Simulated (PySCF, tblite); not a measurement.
# C7H12SSi: geometry, infrared bands, NMR shifts, electronic excitations and core binding energies

What infrared bands, NMR shifts, electronic excitations and core binding energies should C7H12SSi (`CC(C)[SiH2]c1cccs1`) show?

Programs: tblite 0.8.0 and PySCF 2.14.0, with density-fitted response routines of our own. Each step states its level of theory. These are calculated values for one molecule in the gas phase, unless marked as measured. Atoms count from 0, in the outputs and in this text.

### 1 Starting geometry

21 atoms, charge 0, multiplicity 1; geometry from: force field or distance geometry start.

Bonds of the start (Å): C0–C1 1.54, C1–C2 1.52, C1–Si3 1.91, Si3–C4 1.87, C4–C5 1.38, C5–C6 1.43, C6–C7 1.37, C7–S8 1.71, S8–C4 1.73, C0–H9 1.11, C0–H10 1.09, C0–H11 1.10, C1–H12 1.08, C2–H13 1.10, C2–H14 1.09, C2–H15 1.09, Si3–H16 1.50, Si3–H17 1.48, C5–H18 1.09, C6–H19 1.09, C7–H20 1.08.

### 2 Geometry optimisation with GFN2-xTB

Job settings and geometry (Å):

```
{"job": {"kind": "relax", "xc": "GFN2-xTB", "basis": "xTB"}, "charge": 0, "multiplicity": 1}
C     -1.516300     0.664200     1.216800
C     -1.567200     0.216300    -0.257200
C     -2.984600    -0.209200    -0.611500
Si    -0.283100    -1.137100    -0.663300
C      1.396500    -0.386800    -0.333200
C      2.290500    -0.493900     0.706600
C      3.470600     0.290800     0.501500
C      3.444100     0.970800    -0.687200
S      2.006200     0.660500    -1.565000
H     -2.256800     1.466100     1.396900
H     -0.541900     1.055900     1.490600
H     -1.764700    -0.159700     1.903200
H     -1.310600     1.078200    -0.861800
H     -3.691200     0.615100    -0.434400
H     -3.329200    -1.059700    -0.023800
H     -3.073700    -0.472700    -1.662500
H     -0.484200    -2.307500     0.247900
H     -0.422200    -1.581100    -2.070500
H      2.118400    -1.102200     1.592700
H      4.302300     0.348900     1.207900
H      4.188100     1.632700    -1.094000
```

Started as:

```
$ OMP_NUM_THREADS=1 python probes_run.py task.json out
```

One launch serves the whole session: the jobs run in the order shown.

**Question.** This job is followed by: GFN2-xTB harmonic vibrations, gas phase; PBE0-D3(BJ)/def2-SVP geometry optimisation, gas phase; GIAO PBE0/pcSseg-1 NMR shielding, non-relativistic, gas phase; TDDFT wB97X-D/def2-SVPD, vertical, gas phase, core orbitals frozen in the response; GIAO B3LYP/pcSseg-1 NMR shielding, non-relativistic, gas phase; delta-SCF UKS SCAN, pcX-2 on the ionised atom, pcseg-1 elsewhere, spin-free X2C. What will the session give for the following? strongest single infrared mode (GFN2-xTB); zero-point energy (GFN2-xTB); point group; rotational constants (main isotopes); ¹³C shifts against TMS (PBE0/pcSseg-1, means over atoms taken as alike); ¹H shifts against TMS (PBE0/pcSseg-1, means over atoms taken as alike); ²⁹Si shifts against TMS (PBE0/pcSseg-1); ³³S shifts against CS2 (PBE0/pcSseg-1); lowest singlet (wB97X-D/def2-SVPD); brightest single state of those computed; lowest triplet; vertical ionisation energy (ΔSCF); C1s binding energies, SCAN/pcX-2; Si1s binding energies, SCAN/pcX-2; Si2p binding energies, SCAN/pcX-2; S1s binding energies, SCAN/pcX-2; S2p binding energies, SCAN/pcX-2; range of the shift of S8.

**Answer**, as computed:

| quantity | value |
| --- | --- |
| strongest single infrared mode (GFN2-xTB) | 2229 cm⁻¹, 389 km/mol |
| zero-point energy (GFN2-xTB) | 103.4 kcal/mol |
| point group | C1 |
| rotational constants (main isotopes) | 2.52, 0.63, 0.61 GHz |
| ¹³C shifts against TMS (PBE0/pcSseg-1, means over atoms taken as alike) | 143.4, 141.3, 139.6, 132.4, 19.4, 16.6 ppm |
| ¹H shifts against TMS (PBE0/pcSseg-1, means over atoms taken as alike) | 7.56, 7.45, 7.21, 4.56, 1.00, 0.91 ppm |
| ²⁹Si shifts against TMS (PBE0/pcSseg-1) | -31.3 ppm |
| ³³S shifts against CS2 (PBE0/pcSseg-1) | 250 ppm |
| lowest singlet (wB97X-D/def2-SVPD) | 5.54 eV (224 nm), f = 0.193 |
| brightest single state of those computed | state 10, 7.52 eV, f = 0.214 |
| lowest triplet | 3.73 eV |
| vertical ionisation energy (ΔSCF) | 8.67 eV |
| C1s binding energies, SCAN/pcX-2 | C7 290.50, C0 290.39, C6 290.25, C5 290.16, C4 290.07, C1 289.97 eV |
| Si1s binding energies, SCAN/pcX-2 | Si3 1845.98 eV |
| Si2p binding energies, SCAN/pcX-2 | Si3 106.39 eV |
| S1s binding energies, SCAN/pcX-2 | S8 2477.67 eV |
| S2p binding energies, SCAN/pcX-2 | S8 170.16 eV |
| range of the shift of S8 | 250 to 263 ppm |

Relaxing lowered the energy by 0.091 eV in 96 steps; the close pair that moved most is Si3–H16, from 1.497 to 1.468 Å (GFN2-xTB). The lowest mode is slightly imaginary (12i cm⁻¹), a soft motion within the noise of the Hessian, so the minimum is not strictly shown. The strongest single mode, at 2229 cm⁻¹, moves mainly H16. GFN2-xTB is a fitted tight-binding method: band positions and strengths are rough. Its intensities can rank the bands wrongly. The optimisation took 7 steps and gained 0.218 eV; among the close pairs (by a distance rule), C7–H20 changed most, from 1.048 to 1.090 Å (PBE0/def2-SVP). No frequency check was run at this level, so the end point may be a saddle. At PBE0/pcSseg-1: The largest span, 292 ppm, is at S8, where the paramagnetic term is -813 ppm. NICS(1)zz of -29 ppm above the planar ring from C4 marks a diatropic (aromatic) ring current. The lowest singlet, at 5.54 eV, is HOMO→LUMO 0.89 and is bright; of the 10 states computed, the strongest absorption comes from state 10 at 7.52 eV (the last computed, so partners may be missing). The lowest triplet lies 1.81 eV below the lowest singlet (triplets in Tamm-Dancoff, singlets in full TDDFT). The orbital energy would give 8.67 eV for ionisation, ΔSCF gives 8.67 eV. C7 (aromatic CH next to the ring sulfur) binds its C1s electron 0.53 eV more tightly than C1 (sp3 CH bonded to Si). In ppm, S8 moves most: its shift spreads over 13 ppm, from 250 (PBE0/pcSseg-1) to 263 (B3LYP/pcSseg-1).
